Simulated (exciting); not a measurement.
# LiY (P6mm) in exciting: reference runs

Aim: a first look at LiY with PBE, on the cell as given.

Everything below comes from runs of exciting (release sodium). Logs are shortened: lines on timing, memory, paths and dates and some standing lists are left out, and cuts for length are marked.

### 1 The crystal as given

The structure is hexagonal, space group P6mm (No. 183). Conventional cell: a = 3.083 Å, b = 3.083 Å, c = 4.528 Å, α = 90.00°, β = 90.00°, γ = 120.00°. Li (site symmetry 6mm) is surrounded by 2 Y at 2.19 to 2.34 Å. Y (site symmetry 6mm) is surrounded by 2 Li at 2.19 to 2.34 Å.

The cell was built by a generator and needn't be a form met in nature.

### 2 Single point, PBE

Input file input.xml:

```xml
<input>
  <title>LiY</title>
  <structure speciespath="./" tshift="false">
    <crystal scale="1">
      <basevect>5.826894122554 0.000000000000 0.000000000000</basevect>
      <basevect>-2.913447061277 5.046238339409 0.000000000000</basevect>
      <basevect>0.000000000000 0.000000000000 8.557529229712</basevect>
    </crystal>
    <species speciesfile="Li.xml" rmt="1.7">
      <atom coord="0.000000000000 0.000000000000 0.888795540000"/>
    </species>
    <species speciesfile="Y.xml" rmt="2.3">
      <atom coord="0.000000000000 0.000000000000 0.405502900000"/>
    </species>
  </structure>
  <groundstate do="fromscratch" ngridk="10 10 6" rgkmax="7" gmaxvr="14" lmaxapw="10" lmaxmat="10" lmaxvr="8" xctype="GGA_PBE" stype="Fermi Dirac" swidth="0.00183747" nempty="14" ValenceRelativity="zora" epsengy="1e-05" epspot="1e-05" maxscl="60" tforce="true" outputlevel="normal"/>
</input>
```

Potentials or basis: all-electron LAPW+lo, shipped species files, valence relativity zora.

Command:

```sh
$ OMP_NUM_THREADS=1 exciting_smp
```

INFO.OUT:

```text
================================================================================
EXCITING SODIUM started
[... 10 lines left out ...]

 Lattice vectors (cartesian) :
      5.8268941226      0.0000000000      0.0000000000
     -2.9134470613      5.0462383394      0.0000000000
      0.0000000000      0.0000000000      8.5575292297

 Reciprocal lattice vectors (cartesian) :
      1.0783077871      0.6225612907     -0.0000000000
      0.0000000000      1.2451225813      0.0000000000
      0.0000000000     -0.0000000000      0.7342289040

 Unit cell volume                           :     251.6247039451
 Brillouin zone volume                      :       0.9857943578

 Species :    1 (Li)
     parameters loaded from                 :    Li.xml
     name                                   :    lithium
     nuclear charge                         :      -3.00000000
     electronic charge                      :       3.00000000
     atomic mass                            :   12652.66897000
     muffin-tin radius                      :       1.70000000
     # of radial points in muffin-tin       :     250

     atomic positions (lattice) :
       1 :   0.00000000  0.00000000  0.88879554

 Species :    2 (Y)
     parameters loaded from                 :    Y.xml
     name                                   :    yttrium
     nuclear charge                         :     -39.00000000
     electronic charge                      :      39.00000000
     atomic mass                            :  162065.45020000
     muffin-tin radius                      :       2.30000000
     # of radial points in muffin-tin       :     400

     atomic positions (lattice) :
       1 :   0.00000000  0.00000000  0.40550290

 Total number of atoms per unit cell        :       2

 Spin treatment                             :    spin-unpolarised

 Number of Bravais lattice symmetries       :      24
 Number of crystal symmetries               :      12

 k-point grid                               :      10   10    6
 Total number of k-points                   :      84
 k-point set is reduced with crystal symmetries

 R^MT_min * |G+k|_max (rgkmax)              :       7.00000000
 Species with R^MT_min                      :       1 (Li)
 Maximum |G+k| for APW functions            :       4.11764706
 Maximum |G| for potential and density      :      14.00000000

 G-vector grid sizes                        :      27    27    40
 Total number of G-vectors                  :   11685

 Maximum angular momentum used for
     APW functions                          :      10
     computing H and O matrix elements      :      10
     potential and density                  :       8
     inner part of muffin-tin               :       2

 Total nuclear charge                       :     -42.00000000
 Total electronic charge                    :      42.00000000
 Total core charge                          :      28.00000000
 Total valence charge                       :      14.00000000

 Number of empty states                     :      14
 Total number of valence states             :      22

 Maximum Hamiltonian size                   :     321
 Maximum number of plane-waves              :     306
 Total number of local-orbitals             :      15

 Exchange-correlation type                  :      20
     Perdew-Burke-Ernzerhof, Phys. Rev. Lett. 77, 3865 (1996)
     Generalised gradient approximation (GGA)

[... 20 lines left out ...]
+ SCF iteration number :    1                                                  +
++++++++++++++++++++++++++++++++++++++++++++++++++++++++++++++++++++++++++++++++
 Total energy                               :     -3393.06956609
 _______________________________________________________________
 Fermi energy                               :         0.25824298
 Kinetic energy                             :      3500.54212825
 Coulomb energy                             :     -6781.90477660
 Exchange energy                            :      -109.64278804
 Correlation energy                         :        -2.06412971

 DOS at Fermi energy (states/Ha/cell)       :        44.39868523

 Electron charges :
     core                                   :        28.00000000
     core leakage                           :         0.00006779
     valence                                :        14.00000000
     interstitial                           :         3.37335995
     charge in muffin-tin spheres :
                  atom     1    Li          :         2.14489527
                  atom     2     Y          :        36.48174478
     total charge in muffin-tins            :        38.62664005
     total charge                           :        42.00000000

++++++++++++++++++++++++++++++++++++++++++++++++++++++++++++++++++++++++++++++++
+ SCF iteration number :    2                                                  +
++++++++++++++++++++++++++++++++++++++++++++++++++++++++++++++++++++++++++++++++
 Total energy                               :     -3392.92789922
 _______________________________________________________________
 Fermi energy                               :         0.26254039
 Kinetic energy                             :      3500.72639654
 Coulomb energy                             :     -6781.94658478
 Exchange energy                            :      -109.64374207
 Correlation energy                         :        -2.06396891

 DOS at Fermi energy (states/Ha/cell)       :        39.52350763

 Electron charges :
     core                                   :        28.00000000
     core leakage                           :         0.00006729
     valence                                :        14.00000000
     interstitial                           :         3.37744878
     charge in muffin-tin spheres :
                  atom     1    Li          :         2.15118503
                  atom     2     Y          :        36.47136620
     total charge in muffin-tins            :        38.62255122
     total charge                           :        42.00000000

 RMS change in effective potential (target) :   39.6419      ( 0.100000E-04)
 Absolute change in total energy   (target) :  0.141667      ( 0.100000E-04)
 Charge distance                   (target) :  0.323801E-02  ( 0.100000E-04)
 Abs. change in max-nonIBS-force   (target) :  0.286635E-01  ( 0.500000E-04)

++++++++++++++++++++++++++++++++++++++++++++++++++++++++++++++++++++++++++++++++
+ SCF iteration number :    3                                                  +
++++++++++++++++++++++++++++++++++++++++++++++++++++++++++++++++++++++++++++++++
 Total energy                               :     -3393.03028932
 _______________________________________________________________
 Fermi energy                               :         0.26513301
 Kinetic energy                             :      3500.67647115
 Coulomb energy                             :     -6781.99443393
 Exchange energy                            :      -109.64841703
 Correlation energy                         :        -2.06390951

 DOS at Fermi energy (states/Ha/cell)       :        40.10656155

 Electron charges :
     core                                   :        28.00000000
     core leakage                           :         0.00006691
     valence                                :        14.00000000
     interstitial                           :         3.37360286
     charge in muffin-tin spheres :
                  atom     1    Li          :         2.15412535
                  atom     2     Y          :        36.47227179
     total charge in muffin-tins            :        38.62639714
     total charge                           :        42.00000000
[... 396 lines left out ...]
 Electron charges :
     core                                   :        28.00000000
     core leakage                           :         0.00006646
     valence                                :        14.00000000
     interstitial                           :         3.35856176
     charge in muffin-tin spheres :
                  atom     1    Li          :         2.15722454
                  atom     2     Y          :        36.48421369
     total charge in muffin-tins            :        38.64143824
     total charge                           :        42.00000000

 RMS change in effective potential (target) :  0.134548E-06  ( 0.100000E-04)
 Absolute change in total energy   (target) :  0.301987E-05  ( 0.100000E-04)
 Charge distance                   (target) :  0.489693E-07  ( 0.100000E-04)
 Abs. change in max-nonIBS-force   (target) :  0.875070E-06  ( 0.500000E-04)

++++++++++++++++++++++++++++++++++++++++++++++++++++++++++++++++++++++++++++++++
+ SCF iteration number :   18                                                  +
++++++++++++++++++++++++++++++++++++++++++++++++++++++++++++++++++++++++++++++++
 Total energy                               :     -3393.15231649
 _______________________________________________________________
 Fermi energy                               :         0.27139580
 Kinetic energy                             :      3500.53315262
 Coulomb energy                             :     -6781.96547805
 Exchange energy                            :      -109.65610883
 Correlation energy                         :        -2.06388223

 DOS at Fermi energy (states/Ha/cell)       :        41.20808979

 Electron charges :
     core                                   :        28.00000000
     core leakage                           :         0.00006646
     valence                                :        14.00000000
     interstitial                           :         3.35856178
     charge in muffin-tin spheres :
                  atom     1    Li          :         2.15722453
                  atom     2     Y          :        36.48421369
     total charge in muffin-tins            :        38.64143822
     total charge                           :        42.00000000

 RMS change in effective potential (target) :  0.494945E-07  ( 0.100000E-04)
 Absolute change in total energy   (target) :  0.475644E-06  ( 0.100000E-04)
 Charge distance                   (target) :  0.121867E-07  ( 0.100000E-04)
 Abs. change in max-nonIBS-force   (target) :  0.151249E-06  ( 0.500000E-04)

++++++++++++++++++++++++++++++++++++++++++++++++++++++++++++++++++++++++++++++++
| Convergency criteria checked for the last 2 iterations                       +
| Convergence targets achieved. Performing final SCF iteration                 +
++++++++++++++++++++++++++++++++++++++++++++++++++++++++++++++++++++++++++++++++
 Total energy                               :     -3393.15231638
 _______________________________________________________________
 Fermi energy                               :         0.27139580
 Kinetic energy                             :      3500.53315273
 Coulomb energy                             :     -6781.96547806
 Exchange energy                            :      -109.65610883
 Correlation energy                         :        -2.06388223

 DOS at Fermi energy (states/Ha/cell)       :        41.20810398

 Electron charges :
     core                                   :        28.00000000
     core leakage                           :         0.00006646
     valence                                :        14.00000000
     interstitial                           :         3.35856179
     charge in muffin-tin spheres :
                  atom     1    Li          :         2.15722454
                  atom     2     Y          :        36.48421366
     total charge in muffin-tins            :        38.64143821
     total charge                           :        42.00000000

++++++++++++++++++++++++++++++++++++++++++++++++++++++++++++++++++++++++++++++++
+ Self-consistent loop stopped                                                 +
++++++++++++++++++++++++++++++++++++++++++++++++++++++++++++++++++++++++++++++++
 STATE.OUT is written

--------------------------------------------------------------------------------
- Writing atomic positions and forces                                          -
--------------------------------------------------------------------------------

 Atomic positions (lattice) :
 atom     1  Li  :     0.00000000    0.00000000    0.88879554
 atom     2   Y  :     0.00000000    0.00000000    0.40550290

 Total atomic forces including IBS (cartesian) :
 atom     1  Li  :     0.00000000   -0.00000000    0.01258788
 atom     2   Y  :    -0.00000000    0.00000000   -0.01258788

 Atomic force components including IBS (cartesian) :
 atom     1  Li  :    -0.00000000   -0.00000000    0.04792150   HF force
                 :     0.00000000    0.00000000   -0.03410395   core correction
                 :     0.00000000    0.00000000   -0.00122967   IBS correction
 atom     2   Y  :     0.00000000    0.00000000   -0.04792150   HF force
                 :     0.00000000   -0.00000000    0.03410395   core correction
                 :    -0.00000000   -0.00000000    0.00122967   IBS correction

********************************************************************************
* Groundstate module stopped                                                   *
********************************************************************************

================================================================================
| EXCITING SODIUM stopped                                                      =
================================================================================
```

Wall time 2.6 min (1 thread of Arm Neoverse V2, shared host); peak memory 0.13 GiB.

Results:

| Quantity | Value |
| --- | --- |
| Free energy | -92332.3908 eV |
| Largest force | 0.647 eV/Å |
| Band gap on the k mesh | none (metal or under the smearing width) |
| All electrons inside the program's atomic spheres | Li 2.16; Y 36.48 (radii Li 1.7, Y 2.3 bohr) |

Forces in eV/Å, atoms in the order of the input:
```
Li   0.000  0.000  0.647
Y    0.000  0.000 -0.647
```

Caveat: the log's total energy holds no entropy term; the free energy is that total less TS from the occupations; this treatment of relativity tilts energy against volume in heavier elements, by up to 2 % in the volume.
